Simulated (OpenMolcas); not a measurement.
**Co³⁺ among point charges: CASSCF and CASPT2 levels and susceptibility**

Aim: the splitting of the states of Co³⁺ in the field of 5 point charges, its lowest levels with spin-orbit coupling and its magnetic susceptibility.

Method: state-averaged CASSCF and CASPT2, spin-orbit coupling by RASSI with atomic mean-field integrals. Code: OpenMolcas 26.06.

## Step 1: The atom as given

* Species: Co³⁺ (cobalt, Z = 27, 24 electrons)
* Basis: ANO-RCC-VDZP [5s4p2d1f], 34 functions
* Scalar Hamiltonian: DKH2, point nucleus
* Inactive shells: 1s 2s 2p 3s 3p
* Active space: 6 electrons in 5 orbitals (3d)
* Some configurations of this space: 3d⁶
* Orbitals: optimised for each spin and parity, averaged over all roots

Outer shells as boxes (Hund's rule):

3d6
```
3d [↑↓][↑ ][↑ ][↑ ][↑ ]
```

The ion sits among 5 point charges of -2 e arranged as a square pyramid (C4v), 2 Å from the ion, with the axial distance 1.920 Å.

The work runs as a chain of OpenMolcas steps in one folder; each step below is one input file. Labels, J, g values, rates, χT and fits are worked out afterwards by a script from the matrices that RASSI stores.

## Step 2: One- and two-electron integrals

Contents of a.inp:

```
&GATEWAY
Coord
1

Co 0.0 0.0 0.0
Basis=ANO-RCC-VDZP
Group=NoSym
NoMove
AngMom=0.0 0.0 0.0
AMFI
XField
5 Angstrom 0
2.000000 0.000000 0.000000 -2.000000
0.000000 2.000000 0.000000 -2.000000
-2.000000 0.000000 0.000000 -2.000000
0.000000 -2.000000 0.000000 -2.000000
0.000000 0.000000 1.920000 -2.000000
&SEWARD
```

Launch:

```sh
> OMP_NUM_THREADS=1 MOLCAS_MEM=1689 MOLCAS_PROJECT=a pymolcas a.inp > a.log
```

The log of the run:

```text
Basis set label: CO.ANO-RCC...5S4P2D1F.

      Electronic valence basis set:
      ------------------
      Associated Effective Charge  27.000000 au
      Associated Actual Charge     27.000000 au
      Nuclear Model: Point charge

      Shell  nPrim  nBasis  Cartesian Spherical Contaminant
         s      21       5        X
         p      15       4        X
         d      10       2                 X
         f       6       1                 X
                  Relativistic Douglas-Kroll-Hess integrals:
                    - DKH order of Hamiltonian: 2
                    - DKH order of Properties : 0
                  Atomic mean-field integrals
```

## Step 3: CASSCF: quintets, 5 roots

Contents of a.inp:

```
&RASSCF
FileOrb=start.orb
Symmetry=1
Spin=5
nActEl=6 0 0
Inactive=9
Ras2=5
CIRoot=5 5 1
SDav=5
CIMx=300
Iter=120 100
PrWF=0.3
OrbListing=Nothing
MaxOrb=0
>>> COPY $Project.JobIph JOB001
```

start.orb holds the contracted functions of the basis, ordered by shell, or the orbitals of the step before.

The log of the run, cut to the lines that bear on the results:

```text
[...]
      Number of active orbitals                  5
[...]
      Spin quantum number                      2.0
[...]
      Active orbitals                            5
[...]
      Number of CSFs                             5
      Number of root(s) required                 5
[...]
      Convergence after 10 iterations
[...]
      Natural orbitals and occupation numbers for root  1
      sym 1:   2.000000   1.000000   1.000000   1.000000   1.000000
      Natural orbitals and occupation numbers for root  2
      sym 1:   1.000000   1.000000   1.000000   2.000000   1.000000
      Natural orbitals and occupation numbers for root  3
      sym 1:   1.000000   2.000000   1.000000   1.000000   1.000000
::    RASSCF root number  1 Total energy:  -1397.88175756
::    RASSCF root number  2 Total energy:  -1397.88077163
::    RASSCF root number  3 Total energy:  -1397.88077163
::    RASSCF root number  4 Total energy:  -1397.86300608
::    RASSCF root number  5 Total energy:  -1397.84653286
```

## Step 4: Reference wave functions, triplets, 45 roots

Contents of a.inp:

```
&RASSCF
FileOrb=start.orb
Symmetry=1
Spin=3
nActEl=6 0 0
Inactive=9
Ras2=5
CIRoot=45 45 1
SDav=45
CIMx=300
Iter=120 100
PrWF=0.3
OrbListing=Nothing
MaxOrb=0
>>> COPY $Project.JobIph JOB002
```

Launch:

```sh
> OMP_NUM_THREADS=1 MOLCAS_MEM=1689 MOLCAS_PROJECT=a pymolcas a.inp > a.log
```

The log of the run, cut to the lines that bear on the results:

```text
[...]
      Number of active orbitals                  5
[...]
      Spin quantum number                      1.0
[...]
      Active orbitals                            5
[...]
      Number of CSFs                            45
      Number of root(s) required                45
[...]
      Convergence after  8 iterations
[...]
      Natural orbitals and occupation numbers for root  1
      sym 1:   1.745767   1.618385   0.350963   1.207602   1.077284
      Natural orbitals and occupation numbers for root  2
      sym 1:   1.745767   1.207602   1.077284   1.618385   0.350963
      Natural orbitals and occupation numbers for root  3
      sym 1:   1.806402   1.008960   1.827979   1.008960   0.347700
::    RASSCF root number  1 Total energy:  -1397.76799880
::    RASSCF root number  2 Total energy:  -1397.76799880
::    RASSCF root number  3 Total energy:  -1397.76466727
[...]
::    RASSCF root number 27 Total energy:  -1397.71600889
::    RASSCF root number 28 Total energy:  -1397.71600889
::    RASSCF root number 29 Total energy:  -1397.71595911
::    RASSCF root number 30 Total energy:  -1397.71465568
```

## Step 5: Reference wave functions, singlets, 50 roots

Contents of a.inp:

```
&RASSCF
FileOrb=start.orb
Symmetry=1
Spin=1
nActEl=6 0 0
Inactive=9
Ras2=5
CIRoot=50 50 1
SDav=50
CIMx=300
Iter=120 100
PrWF=0.3
OrbListing=Nothing
MaxOrb=0
>>> COPY $Project.JobIph JOB003
```

The log of the run, cut to the lines that bear on the results:

```text
[...]
      Number of active orbitals                  5
[...]
      Spin quantum number                      0.0
[...]
      Active orbitals                            5
[...]
      Number of CSFs                            50
      Number of root(s) required                50
[...]
      Convergence after  7 iterations
[...]
      Natural orbitals and occupation numbers for root  1
      sym 1:   1.820870   1.822751   0.188333   1.822751   0.345295
      Natural orbitals and occupation numbers for root  2
      sym 1:   1.659025   1.170066   0.344137   1.814954   1.011818
      Natural orbitals and occupation numbers for root  3
      sym 1:   1.659025   1.814954   0.344137   1.170066   1.011818
::    RASSCF root number  1 Total energy:  -1397.71325112
::    RASSCF root number  2 Total energy:  -1397.71181618
::    RASSCF root number  3 Total energy:  -1397.71181618
[...]
::    RASSCF root number 27 Total energy:  -1397.64225295
::    RASSCF root number 28 Total energy:  -1397.62469106
::    RASSCF root number 29 Total energy:  -1397.62428426
::    RASSCF root number 30 Total energy:  -1397.62428426
```

## Step 6: State interaction with spin-orbit coupling

Contents of a.inp:

```
&RASSI
NrOfJobIphs=3 5 45 50
1 2 3 4 5
1 2 3 4 5 6 7 8 9 10 11 12 13 14 15 16 17 18 19 20 21 22 23 24 25 26 27
28 29 30 31 32 33 34 35 36 37 38 39 40 41 42 43 44 45
1 2 3 4 5 6 7 8 9 10 11 12 13 14 15 16 17 18 19 20 21 22 23 24 25 26 27
28 29 30 31 32 33 34 35 36 37 38 39 40 41 42 43 44 45 46 47 48 49 50
IphNames
JOB001
JOB002
JOB003
EJob
SpinOrbit
DIPRint=1.0
SOCoupling=1000.0
Subsets=2
Property=9
'ANGMOM' 1 'ANGMOM' 2 'ANGMOM' 3 'MLTPL  1' 1 'MLTPL  1' 2 'MLTPL  1' 3
'AMFI' 1 'AMFI' 2 'AMFI' 3
SOProperty=3
'ANGMOM' 1 'ANGMOM' 2 'ANGMOM' 3
```

The log of the run, cut to the lines that bear on the results:

```text
SPIN-FREE ENERGIES:
  (Shifted by EMIN (a.u.) =      -1397.8817575609)
 SF State       Relative EMIN(au)   Rel lowest level(eV)    D:o, cm**(-1)      L_eff
     1             0.0000000000        0.0000000000              0.0000         2.0
     2             0.0009859273        0.0268284472            216.3860         2.0
     3             0.0009859273        0.0268284472            216.3860         2.0
     4             0.0187514769        0.5102536794           4115.4735         2.0
     5             0.0352247029        0.9585129949           7730.9287         2.0
     6             0.1137587650        3.0955336940          24967.1630         4.6
     7             0.1137587650        3.0955336940          24967.1630         4.6
     8             0.1170902877        3.1861890443          25698.3477         4.5
     9             0.1189059197        3.2355949084          26096.8329         4.7
    10             0.1206687085        3.2835628339          26483.7203         4.9
[...]
Eigenvalues of complex Hamiltonian:
   -----------------------------------
  (Shifted by EMIN (a.u.) =      -1397.8817575609)
 SO State       Relative EMIN(au)   Rel lowest level(eV)    D:o, cm**(-1)     J-value
     1            -0.0025398217        0.0000000000              0.0000         3.9
     2            -0.0023851617        0.0042085140             33.9440         3.8
     3            -0.0023851617        0.0042085140             33.9440         3.8
     4            -0.0018877832        0.0177428721            143.1059         3.3
     5            -0.0018578718        0.0185568031            149.6707         3.3
     6            -0.0007130500        0.0497089902            400.9300         2.3
     7            -0.0007130500        0.0497089902            400.9300         2.3
     8             0.0014688423        0.1090813055            879.8001         2.8
     9             0.0015077732        0.1101406684            888.3444         2.5
    10             0.0015077732        0.1101406684            888.3444         2.5
    11             0.0016177234        0.1131325667            912.4757         1.7
[...]
```

Time for these steps: 34 s (1 thread, shared host).

Spin-free states:

| state | degeneracy | E (cm-1) | free-ion L (%) |
| --- | --- | --- | --- |
| quintet | 1 | 0 | D (100) |
| quintet | 2 | 216 | D (100) |
| quintet | 1 | 4115 | D (100) |
| quintet | 1 | 7731 | D (100) |
| triplet | 2 | 24967 | H (80) |
| triplet | 1 | 25698 | H (74) |
| triplet | 1 | 26097 | H (79) |
| triplet | 2 | 26484 | H (88) |
| triplet | 1 | 26992 | H (77) |
| triplet | 1 | 27027 | H (91) |
| triplet | 2 | 27338 | H (77) |
| triplet | 1 | 27732 | H (80) |
| triplet | 2 | 29618 | P (51) |
| triplet | 1 | 30003 | F (68) |
| triplet | 1 | 30738 | P (84) |
| triplet | 1 | 31050 | F (80) |
| triplet | 2 | 31284 | F (46) |
| triplet | 2 | 32417 | F (72) |
| triplet | 1 | 32791 | F (68) |
| triplet | 1 | 33850 | G (96) |
| triplet | 1 | 34146 | G (69) |
| triplet | 2 | 34224 | G (73) |
| triplet | 1 | 36257 | G (87) |
| triplet | 2 | 36378 | G (65) |

With spin-orbit coupling:

| E (cm-1) | Degeneracy | 2S+1 | g |
| --- | --- | --- | --- |
| 0.0 | 1 | 5 |  |
| 33.9 | 2 | 5 | 0.00 0.00 3.56 |
| 143.1 | 1 | 5 |  |
| 149.7 | 1 | 5 |  |
| 400.9 | 2 | 5 | 0.00 0.00 9.99 |
| 879.8 | 1 | 5 |  |
| 888.3 | 2 | 5 | 0.00 0.00 3.71 |
| 912.5 | 1 | 5 |  |
| 921.1 | 1 | 5 |  |
| 1332 | 2 | 5 | 0.00 0.00 4.73 |
| 1360 | 1 | 5 |  |
| 4515 | 1 | 5 |  |
| 4515 | 1 | 5 |  |
| 4632 | 2 | 5 | 0.00 0.00 4.70 |
| 4672 | 1 | 5 |  |
| 8268 | 1 | 5 |  |
| 8289 | 2 | 5 | 0.00 0.00 3.30 |
| 8349 | 1 | 5 |  |
| 8349 | 1 | 5 |  |
| 25108 | 1 | 3 |  |
| 25185 | 1 | 3 |  |
| 25265 | 2 | 3 | 0.00 0.00 5.48 |
| 25321 | 1 | 3 |  |
| 25736 | 1 | 3 |  |

The table of states holds 24 of 76 computed; the rest, higher up, is left out. Principal g values are given for doublets only; a zero marks a field direction without first-order Zeeman splitting.

Powder χT (cm³ K/mol): 0.45 at 2 K, 1.13 at 5 K, 2.21 at 10 K, 3.65 at 20 K, 4.71 at 50 K, 5.06 at 100 K, 5.17 at 150 K, 5.21 at 200 K, 5.22 at 250 K, 5.20 at 300 K.

Orbitals of the lowest block (energies include the constant potential of the surroundings):

| shell | space | energy (hartree) | mean occupation | ⟨r²⟩ (bohr²) |
| --- | --- | --- | --- | --- |
| 1s | inactive | -284.5085 | 2.000 | 0.00421 |
| 2s | inactive | -34.2324 | 2.000 | 0.0761 |
| 2p | inactive | -29.0026 | 6.000 | 0.0618 |
| 3s | inactive | -3.3815 | 2.000 | 0.689 |
| 3p | inactive | -1.7781 | 6.000 | 0.770 |
| 3d | RAS2 |  | 6.000 | 1.17 |

[end of part 1 of 2]
